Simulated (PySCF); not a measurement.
# H3PPm (Pm(PH3)3+): the cost of one run

Computed with PySCF 2.14.0. Level: several levels, as the steps say, no spin–orbit coupling.

## Step 1: The system as given

5 atoms, charge 3, spin multiplicity 1.

Bond lengths: Pm1–P2 2.977 Å, P2–H3 1.427 Å, P2–H4 1.427 Å, P2–H5 1.427 Å. Angles: Pm1–P2–H3 111.7°, Pm1–P2–H4 111.7°, Pm1–P2–H5 111.7°, H3–P2–H4 107.1°, H3–P2–H5 107.1°, H4–P2–H5 107.1°.

Coordinates:

```csv
atom,x (Å),y (Å),z (Å)
Pm1,0.0000,0.0000,-0.4661
P2,0.0000,0.0000,2.5110
H3,1.3256,0.0000,3.0397
H4,-0.6628,1.1480,3.0397
H5,-0.6628,-1.1480,3.0397
```

Formal oxidation states: Pm +3. Each metal's 4 4f electrons lie in its core potential, so multiplicities, spins and levels count the valence alone. An earlier session relaxed this geometry at PBE0, Pm lcecp-1-SVP with ECP50, P def2-SVP, H def2-SVP (singlet, point group C3v).

At PBE0 on the finer grid: E = -375.701729 Eh, HOMO -23.87 eV, LUMO -19.37 eV, Mulliken charge on Pm1 +2.33 e, largest force component 0.021 eV/Å. 

Levels to run: B3LYP; TPSS; PBE0, TZVP. Hardware: 2 threads of Arm Neoverse V2, shared host.

## Step 2: B3LYP

Input file run.py (the lines that set the calculation):

```python
mol = gto.M(atom='''
Pm     0.00000     0.00000    -0.46609
P      0.00000     0.00000     2.51098
H      1.32555    -0.00001     3.03969
H     -0.66277     1.14797     3.03969
H     -0.66278    -1.14796     3.03969''',
    basis={'Pm': 'lcecp-1-SVP', 'P': 'def2-SVP', 'H': 'def2-SVP'},
    ecp={'Pm': 'lcecp-1-SVP'},
    charge=3, spin=0)
mf = dft.RKS(mol, xc='B3LYP')
mf.grids.atom_grid = (75, 302)  # f atoms: unpruned, at least (60, 302)
mf = mf.density_fit()  # fitting sets: Pm AutoAux, P def2-universal-JKFIT, H def2-universal-JKFIT
mf.conv_tol = 1e-08; mf.max_cycle = 55
mf.kernel(dm0)  # dm0: the density of the relaxed state
```

Started as:

```console
> OMP_NUM_THREADS=2 python run.py
```

**Question.** How long does this run take on 2 threads of Arm Neoverse V2, shared host?

About 1.6 s.
